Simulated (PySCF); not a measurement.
# Co: dipole response in aug-cc-pVTZ-DK

How polarisable is Co at the levels listed below?

The numbers are computed with PySCF 2.14.0 (unrestricted determinants in a Gaussian basis, no spin-orbit coupling in the energies), except any that are marked as measured or tabulated.

### Step 1. Starting point

```
Element     : cobalt (Z = 27)
Basis       : aug-cc-pVTZ-DK
Hamiltonian : scalar relativity by spin-free X2C-1e
State 1     : Co: [Ar] 3d7 4s2, high-spin 4F determinant
Methods     : UHF, PBE, PBE0
```

The outer shells:

Co [Ar] 3d7 4s2
```
[Ar] core
3d [↑↓][↑↓][↑ ][↑ ][↑ ]
4s [↑↓]
```

The runs were made by one driver on top of PySCF. The scripts below sum up each run's settings (the driver also hands on starting orbitals that pick excited configurations, and frozen orbitals as a list rather than a count), and the logs come from the driver's own runs. The driver starts from symmetry-adapted Hartree-Fock orbitals, holds the occupation by maximum overlap and uses a logarithmic radial grid for functionals, so a plain start would take other cycles.

The integrals over 93 functions and the set-up took 2.9 s of CPU time.

### Step 2. Co: the ladder of methods

**UHF**

Contents of input.py:

```python
from pyscf import gto, scf, dft, mp, cc
import basis_set_exchange as bse
mol = gto.M(atom="Co 0 0 0", charge=0, spin=3, symmetry="D2h",
            basis=gto.basis.parse(bse.get_basis("aug-cc-pVTZ-DK", elements=["Co"], fmt="nwchem")),
            nucmod="G")
mf = scf.UHF(mol).sfx2c1e()
mf.irrep_nelec = {'Ag': (6, 5), 'B1g': (1, 1), 'B2g': (1, 0), 'B3g': (1, 0), 'B1u': (2, 2), 'B2u': (2, 2), 'B3u': (2, 2)}
mf.kernel()
```

Output:

```text
damping factor = 0
level_shift factor = 0
DIIS = <class 'pyscf.scf.diis.CDIIS'>
diis_start_cycle = 1
diis_space = 10
diis_damp = 0
SCF conv_tol = 1e-09
SCF conv_tol_grad = None
number electrons alpha = 15  beta = 12
cycle= 1 E= -1391.88152762392  delta_E= -0.00762  |g|= 0.0355  |ddm|= 0.035
cycle= 2 E= -1391.88170547584  delta_E= -0.000178  |g|= 0.00622  |ddm|= 0.00743
cycle= 3 E= -1391.88171367414  delta_E= -8.2e-06  |g|= 0.00187  |ddm|= 0.00529
cycle= 4 E= -1391.88171452381  delta_E= -8.5e-07  |g|= 0.000662  |ddm|= 0.00252
cycle= 5 E= -1391.8817148846  delta_E= -3.61e-07  |g|= 0.000136  |ddm|= 0.00103
cycle= 6 E= -1391.88171489948  delta_E= -1.49e-08  |g|= 2.07e-05  |ddm|= 0.000348
cycle= 7 E= -1391.88171490003  delta_E= -5.46e-10  |g|= 4.32e-06  |ddm|= 0.000104
converged SCF energy = -1391.88171490003  <S^2> = 3.7603881  2S+1 = 4.0051907
```

CPU time 37 s on a shared host, the integrals not counted.

The occupied shells:

```tsv
shell	electrons	mean orbital energy (eV)	spread (eV)	rms radius (bohr)
1s α	1	-7776.2	0	0.0648
1s β	1	-7776.1	0	0.0648
2s α	1	-966.38	0	0.276
2s β	1	-963.66	0	0.276
2p α	3	-824.04	0	0.249
2p β	3	-821.35	0	0.249
3s α	1	-129.55	0	0.831
3s β	1	-121.89	0	0.831
3p α	3	-86.947	0	0.890
3p β	3	-77.751	0	0.890
3d α	5	-19.130	1.440	1.17
3d β	2	-15.431	0	1.17
4s α	1	-7.775	0	3.37
4s β	1	-7.040	0	3.37
```

⟨S²⟩ = 3.760, ⟨L²⟩ = 12.03.

The driver then solved the coupled dipole response at imaginary frequencies: mean α = 70.36 bohr³, C₆ = 639.4 au for a like pair.

**PBE**

Changes to input.py:

```diff
@@ -5,3 +5,3 @@
             nucmod="G")
-mf = scf.UHF(mol).sfx2c1e()
+mf = dft.UKS(mol, xc="PBE").sfx2c1e()
 mf.irrep_nelec = {'Ag': (6, 5), 'B1g': (1, 1), 'B2g': (1, 0), 'B3g': (1, 0), 'B1u': (2, 2), 'B2u': (2, 2), 'B3u': (2, 2)}
```

Output:

```text
damping factor = 0
level_shift factor = 0
DIIS = <class 'pyscf.scf.diis.CDIIS'>
diis_start_cycle = 1
diis_space = 10
diis_damp = 0
SCF conv_tol = 1e-09
SCF conv_tol_grad = None
number electrons alpha = 15  beta = 12
XC functionals = PBE
    J. P. Perdew, K. Burke, and M. Ernzerhof.,  Phys. Rev. Lett. 77, 3865 (1996)
    J. P. Perdew, K. Burke, and M. Ernzerhof.,  Phys. Rev. Lett. 78, 1396 (1997)
    J. P. Perdew, K. Burke, and M. Ernzerhof.,  Phys. Rev. Lett. 77, 3865 (1996)
    J. P. Perdew, K. Burke, and M. Ernzerhof.,  Phys. Rev. Lett. 78, 1396 (1997)
cycle= 1 E= -1393.00240688778  delta_E= -0.0178  |g|= 0.209  |ddm|= 0.959
cycle= 2 E= -1392.97735169431  delta_E= 0.0251  |g|= 0.437  |ddm|= 0.445
cycle= 3 E= -1393.01086519379  delta_E= -0.0335  |g|= 0.0167  |ddm|= 0.331
cycle= 4 E= -1393.01093356097  delta_E= -6.84e-05  |g|= 0.0016  |ddm|= 0.0105
cycle= 5 E= -1393.01093427315  delta_E= -7.12e-07  |g|= 0.000116  |ddm|= 0.00108
cycle= 6 E= -1393.01093427833  delta_E= -5.18e-09  |g|= 3.9e-06  |ddm|= 0.000179
cycle= 7 E= -1393.01093427834  delta_E= -7.73e-12  |g|= 1.02e-07  |ddm|= 1.11e-05
converged SCF energy = -1393.01093427834  <S^2> = 3.7558072  2S+1 = 4.0029026
```

It used 51 s of CPU time after the integrals (shared host).

The driver then solved the coupled dipole response at imaginary frequencies: mean α = 52.50 bohr³, C₆ = 437.2 au for a like pair.

**PBE0**

Changes to input.py:

```diff
@@ -5,3 +5,3 @@
             nucmod="G")
-mf = dft.UKS(mol, xc="PBE").sfx2c1e()
+mf = dft.UKS(mol, xc="PBE0").sfx2c1e()
 mf.irrep_nelec = {'Ag': (6, 5), 'B1g': (1, 1), 'B2g': (1, 0), 'B3g': (1, 0), 'B1u': (2, 2), 'B2u': (2, 2), 'B3u': (2, 2)}
```

Output:

```text
damping factor = 0
level_shift factor = 0
DIIS = <class 'pyscf.scf.diis.CDIIS'>
diis_start_cycle = 1
diis_space = 10
diis_damp = 0
SCF conv_tol = 1e-09
SCF conv_tol_grad = None
number electrons alpha = 15  beta = 12
XC functionals = PBE0
    C. Adamo and V. Barone.,  J. Chem. Phys. 110, 6158 (1999)
    M. Ernzerhof and G. E. Scuseria.,  J. Chem. Phys. 110, 5029 (1999)
cycle= 1 E= -1393.01674079819  delta_E= -0.014  |g|= 0.0921  |ddm|= 0.66
cycle= 2 E= -1393.01474986566  delta_E= 0.00199  |g|= 0.145  |ddm|= 0.209
cycle= 3 E= -1393.01831465632  delta_E= -0.00356  |g|= 0.00205  |ddm|= 0.126
cycle= 4 E= -1393.01831574364  delta_E= -1.09e-06  |g|= 0.00174  |ddm|= 0.00694
cycle= 5 E= -1393.01831637733  delta_E= -6.34e-07  |g|= 9.3e-05  |ddm|= 0.00117
cycle= 6 E= -1393.01831638034  delta_E= -3e-09  |g|= 1.07e-05  |ddm|= 0.000132
cycle= 7 E= -1393.01831638037  delta_E= -2.75e-11  |g|= 3.49e-07  |ddm|= 9.28e-06
converged SCF energy = -1393.01831638037  <S^2> = 3.7561812  2S+1 = 4.0030894
```

It used 85 s of CPU time after the integrals (shared host).

The driver then solved the coupled dipole response at imaginary frequencies: mean α = 55.87 bohr³, C₆ = 474.6 au for a like pair.

Radial density 4πr²ρ of Co at UHF:

```tsv
r (bohr)	density	spin density
0.000997	0.242	0.000
0.00168	0.610	0.000
0.00282	1.50	0.000
0.00474	3.56	0.000
0.00798	7.95	0.000
0.0134	16.0	0.001
0.0226	26.6	0.001
0.0380	32.7	0.002
0.0639	27.8	0.005
0.107	27.5	0.035
0.181	36.8	0.231
0.304	21.0	1.081
0.511	16.1	2.678
0.860	15.5	2.681
1.45	4.15	1.020
2.43	1.13	0.143
4.09	0.357	-0.020
6.88	0.0257	-0.005
11.6	0.000105	0.000
```

### Step 3. Polarisabilities and C₆

Co, in atomic units:

```tsv
method	mean α	C₆ (like pair)	S(−4)
UHF	70.36	639.4	3267
PBE	52.50	437.2	1462
PBE0	55.87	474.6	1674
```

Reference α: 55 ± 4 bohr³ (recommended; Schwerdtfeger and Nagle, table of static dipole polarizabilities (2023 update)). Published C₆: 408.0 (Chu and Dalgarno (2004); Tang, Norbeck and Certain (1976)).

α(iu) at PBE0:

```tsv
u (hartree)	α(iu) (bohr³)
0	55.87
0.0500	52.03
0.100	43.48
0.200	27.29
0.300	17.69
0.500	9.253
0.750	5.437
1.00	3.756
1.50	2.239
2.00	1.538
3.00	0.8855
5.00	0.4185
```

### Step 4. What came out

```
quantity                                              value
 α of Co  52.50 (PBE) to 70.36 (UHF) bohr³; reference 55.00
```

What this shows: For Co PBE0 is nearest the reference (+2 %). The basis is finite, and no extrapolation was made.
